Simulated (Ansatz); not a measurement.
**BH₂F + H₂O + HF: a complex and its separated parts**

The complex below is one end of an elementary step. How strongly is it bound against its free parts?

Computed with Ansatz 0.2.0, Gaussian basis. Level: PBE0-D4/def2-TZVP structures, single points in def2-TZVPP, no counterpoise correction.

Levels: SPW92, PBE-D4, BLYP-D4, r2SCAN-D4, B97M-V, PBE0-D4, B3LYP-D4, r2SCAN0-D4, BHLYP-D4, CAM-B3LYP-D4, wB97X-V, wB97M-V, B2PLYP, PBE-QIDH, RPA on PBE, Hartree-Fock, MP2, CCSD, CCSD(T).

Correlated methods freeze the cores. B3LYP uses VWN-RPA correlation. B2PLYP carries no dispersion term here.

26 further runs of the same task are left out: 26 set aside as unsound or not needed.

### Step 1. The starting structure

The complex: 9 atoms, charge 0, spin multiplicity 1.

Atoms are counted from 1 here; the program's logs count them from 0.

Bond lengths: B1–O2 1.633 Å, B1–H3 1.201 Å, B1–H4 1.203 Å, B1–F6 1.428 Å, O2–H7 0.984 Å, O2–H9 0.964 Å, H5–F8 0.954 Å. Angles: O2–B1–H3 103.7°, O2–B1–H4 104.0°, O2–B1–F6 103.1°, H3–B1–H4 119.2°, H3–B1–F6 112.2°, H4–B1–F6 112.4°, B1–O2–H7 107.9°, B1–O2–H9 110.9°, H7–O2–H9 107.7°.

Coordinates:

```xyz
9
BF2H5O
B     0.05724   -1.00862   -0.03696
O    -0.02668    0.25984   -1.06138
H    -1.08109   -1.38203    0.04628
H     0.87789   -1.73227   -0.53604
H    -0.19106    0.97847    1.34807
F     0.52038   -0.41555    1.17661
H    -0.40167    1.02393   -0.56710
F    -0.60672    1.76358    0.99926
H     0.85162    0.51265   -1.36895
```

Its parts: BH₂F holds atoms 1, 3, 4, 6; H₂O holds atoms 2, 7, 9; HF holds atoms 5, 8. Each part counts its atoms afresh in its own runs.

### Step 2. Relaxing BH₂F alone

Input file relax-a/in.yaml:

```yaml
crystal:
  periodic: [false, false, false]
  atoms:
    - {symbol: B, position_ang: [0.057238, -1.008615, -0.036955]}
    - {symbol: H, position_ang: [-1.081089, -1.382031, 0.046279]}
    - {symbol: H, position_ang: [0.877886, -1.732274, -0.536038]}
    - {symbol: F, position_ang: [0.520377, -0.415552, 1.176615]}
basis:
  gaussian: {orbitals: def2-TZVP}
hamiltonian: {xc: pbe0, dispersion: d4}
relax: {f_tol: 0.005, max_steps: 200}
```

No record of the launch command was kept for these runs.

Further steps of the session: Relaxing H₂O alone; Relaxing HF alone; wB97M-V/def2-TZVPP; CCSD(T)/def2-TZVPP; CCSD(T)/def2-QZVPP; Vibrations of BH₂F; Vibrations of H₂O; Vibrations of HF.

What does the calculation give? Wanted: complex less parts, CCSD(T)/def2-TZVPP; with zero-point energy; largest T1 diagnostic.

The runs gave:

```
                              quantity           value
complex less parts, CCSD(T)/def2-TZVPP  -22.9 kcal/mol
                with zero-point energy  -16.0 kcal/mol
                 largest T1 diagnostic           0.013
```

In words: At CCSD(T) the complex lies 22.9 kcal/mol below its parts. Among the functionals B3LYP-D4 lands nearest to CCSD(T) (0.0 kcal/mol) and SPW92 farthest (-20.5 kcal/mol). BHLYP-D4 is as near within the digits shown. By rung, the mean size of the error is: LDA 20.5, GGA 2.4, meta-GGA 2.9, hybrid 1.7, range-separated hybrid 2.2, double hybrid 1.5 kcal/mol. PBE-D4 gives a relative energy 4.1 kcal/mol too low, outside chemical accuracy (1 kcal/mol). No counterpoise was applied, and triple zeta lacks some correlation, so the CCSD(T) reference has a basis error of its own, and close matches with it are partly luck.
